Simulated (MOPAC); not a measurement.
# PM6 run of GaH2SOF (SMILES [OH][Ga]([F])[SH])

Wanted: a geometry optimisation of GaH2SOF. 

Program for the calculation: MOPAC 23.2.5.

2 further runs of the same task are left out: 2 set aside as unsound or not needed.

## 1. The molecule

GaH2SOF: 6 atoms, total charge 0, spin state singlet. As SMILES, `[OH][Ga]([F])[SH]`. All atoms were displaced at random from a relaxed shape. The run starts from this shape.

Bond lengths: O1–Ga2 1.755 Å, Ga2–F3 1.759 Å, Ga2–S4 2.200 Å, O1–H5 0.960 Å, S4–H6 1.323 Å. Angles: O1–Ga2–F3 114.4°, O1–Ga2–S4 128.9°, F3–Ga2–S4 116.8°, Ga2–O1–H5 115.1°, Ga2–S4–H6 92.9°.

## 2. A geometry optimisation at PM6

input.mop

```
PM6 GNORM=0.02 MULLIK DISP CYCLES=300 GRADIENTS AUX(PRECISION=9) THREADS=1


O      1.083293    -0.234763    -1.211191
Ga     0.331762    -0.424419     0.363303
F      1.162801    -1.546136     1.433574
S     -1.471331     0.552818     1.159656
H      0.640012     0.377135    -1.803139
H     -1.688517     1.219239     0.037506
```

Command:

```sh
mopac input.mop
```

**Question.** What will come out? Wanted: total energy at the end; dipole moment; HOMO energy; LUMO energy; HOMO–LUMO gap; heat of formation.

**Answer.** As computed:

At PM6:

| quantity | value |
| --- | --- |
| total energy at the end | -37.69141 Eh |
| dipole moment | 4.18 D |
| HOMO energy | -10.32 eV |
| LUMO energy | -1.84 eV |
| HOMO–LUMO gap | 8.48 eV |
| heat of formation | -122.0 kcal/mol |

In words: At the final geometry: Bond lengths: O1–Ga2 1.789 Å, Ga2–F3 1.739 Å, Ga2–S4 2.201 Å, O1–H5 0.959 Å, S4–H6 1.356 Å. Angles: O1–Ga2–F3 108.7°, O1–Ga2–S4 128.9°, F3–Ga2–S4 122.3°, Ga2–O1–H5 121.8°, Ga2–S4–H6 100.9°. The optimisation took 38 steps and changed the energy by -0.123 eV. Mulliken charges run from -0.64 on O1 to +0.65 on Ga2.
